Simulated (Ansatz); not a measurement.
**SVWN5/def2-SVP (core potential) run of SnH2S2F2 (SMILES [F][Sn]([F])([SH])[SH])**

What is the electronic atomisation energy of SnH2S2F2 at SVWN5/def2-SVP (core potential)? 

The results are computed with Ansatz 0.2.0.

45 further runs of the same task are left out: 45 set aside as unsound or not needed. Runs told in other sessions of the task aren't counted.

### Step 1. The molecule

SnH2S2F2 has 7 atoms, charge 0, and is taken as a singlet. As SMILES, `[F][Sn]([F])([SH])[SH]`. The shape is that of a PBE0-D4/def2-TZVP optimisation. This is one conformer, not always the lowest.

Bond lengths: F1–Sn2 1.902 Å, Sn2–F3 1.906 Å, Sn2–S4 2.359 Å, Sn2–S5 2.362 Å, S4–H6 1.346 Å, S5–H7 1.346 Å. Angles: F1–Sn2–F3 102.6°, F1–Sn2–S4 105.1°, F1–Sn2–S5 112.8°, F3–Sn2–S4 113.0°, F3–Sn2–S5 105.0°, S4–Sn2–S5 117.6°, Sn2–S4–H6 91.6°, Sn2–S5–H7 90.4°.

### Step 2. A single-point energy at SVWN5/def2-SVP (core potential)

Input file molecule.yaml:

```yaml
crystal:
  periodic: [false, false, false]
  atoms:
    - symbol: F
      position_ang: [0.246200, -2.260000, 0.562200]
    - symbol: Sn
      position_ang: [0.078900, -0.394700, 0.232400]
    - symbol: F
      position_ang: [1.629500, 0.318000, 1.082100]
    - symbol: S
      position_ang: [-1.928000, 0.238900, 1.297200]
    - symbol: S
      position_ang: [0.326700, 0.156800, -2.051400]
    - symbol: H
      position_ang: [-1.920300, 1.436500, 0.683700]
    - symbol: H
      position_ang: [1.628300, 0.436500, -1.851900]
basis:
  gaussian:
    orbitals: def2-SVP
magnetization:
  spin_polarized: false
hamiltonian:
  xc: {name: SVWN5}
accuracy: high
output: {orbitals: {seedname: orbitals}}
```

On the command line:

```sh
$ ansatz run molecule.yaml --threads 1 --pin off --max-ram 2610MiB --events-out events.jsonl --progress --plain --runs-dir runs
```

Standard output:

```text
Warning: RAYON_NUM_THREADS=1 ignored (pool sized by the plan → 1); use --threads N
Functional definition: SVWN5
  name "SVWN5"
  exchange = slater_x
  correlation = vwn5_c
2157 factors; integrals over basis functions are off by at most 1.4e-8 eV
mean field evaluation 1: about -32837.7204 eV, gradient 5.1e1 eV
mean field evaluation 2: about -32806.4736 eV, gradient 1.5e2 eV
mean field evaluation 4: about -32842.0237 eV, gradient 8.5e0 eV
mean field evaluation 8: about -32842.2157 eV, gradient 6.2e-1 eV
mean field evaluation 16: about -32842.2165 eV, gradient 5.3e-5 eV
mean field -32842.21646765 eV, -1206.9291939322 hartree, gradient 4.7e-8 eV, S^2 0.000000; 0 other end points of the search recorded, 0 dependent functions left out
reference -32842.21647136 eV, -1206.9291940685 hartree; 37, 37 occupied and 63, 63 virtual orbitals, 2157 factors
Total energy: -32842.21647136 eV, -1206.9291940685 hartree
```

It took 5.7 s on 1 thread of Arm Neoverse V2, shared host; peak memory 0.26 GiB.

### Step 3. The F atom at the same level

Input file input.yaml:

```yaml
crystal:
  periodic: [false, false, false]
  atoms:
    - {symbol: F, position_ang: [0.000000, 0.000000, 0.000000]}
basis:
  gaussian: {orbitals: def2-SVP}
magnetization: {spin_polarized: true, initial_magnetization: 1}
hamiltonian: {xc: {name: SVWN5}}
accuracy: high
```

Run the same way, it converges to -98.97687 Eh (log not shown).

### Step 4. The H atom

Input file molecule.yaml:

```yaml
crystal:
  periodic: [false, false, false]
  atoms:
    - {symbol: H, position_ang: [0.000000, 0.000000, 0.000000]}
basis:
  gaussian: {orbitals: def2-SVP}
magnetization: {spin_polarized: true, initial_magnetization: 1}
hamiltonian: {xc: {name: SVWN5}}
accuracy: high
```

Run the same way, it converges to -0.47747 Eh (log not shown).

### Step 5. The S atom

Input file job.yaml:

```yaml
crystal:
  periodic: [false, false, false]
  atoms:
    - {symbol: S, position_ang: [0.000000, 0.000000, 0.000000]}
basis:
  gaussian:
    orbitals: def2-SVP
accuracy: high
hamiltonian:
  xc: {name: SVWN5}
magnetization:
  spin_polarized: true
  initial_magnetization: 2
```

Run the same way, it converges to -396.58710 Eh (log not shown).

### Step 6. The Sn atom at the same level

Input file run.yaml:

```yaml
crystal:
  periodic: [false, false, false]
  atoms:
    - {symbol: Sn, position_ang: [0.000000, 0.000000, 0.000000]}
basis:
  gaussian:
    orbitals: def2-SVP
magnetization:
  spin_polarized: true
  initial_magnetization: 2
hamiltonian:
  xc: {name: SVWN5}
accuracy: high
```

Run the same way, it converges to -213.90349 Eh (log not shown).

### Step 7. What came out

At SVWN5/def2-SVP (core potential):

```
                     quantity           value
       molecule: total energy  -1206.92919 Eh
        molecule: HOMO energy        -7.11 eV
        molecule: LUMO energy        -3.40 eV
      molecule: HOMO–LUMO gap         3.71 eV
         F atom: total energy    -98.97687 Eh
                 F atom: ⟨S²⟩           0.751
         H atom: total energy     -0.47747 Eh
                 H atom: ⟨S²⟩           0.750
         S atom: total energy   -396.58710 Eh
                 S atom: ⟨S²⟩           2.001
        Sn atom: total energy   -213.90349 Eh
                Sn atom: ⟨S²⟩           2.001
electronic atomisation energy       25.656 eV
```

**Reading.** Taking the molecule apart into free atoms costs 25.66 eV (2475 kJ/mol), before zero-point energy and without spin-orbit coupling.
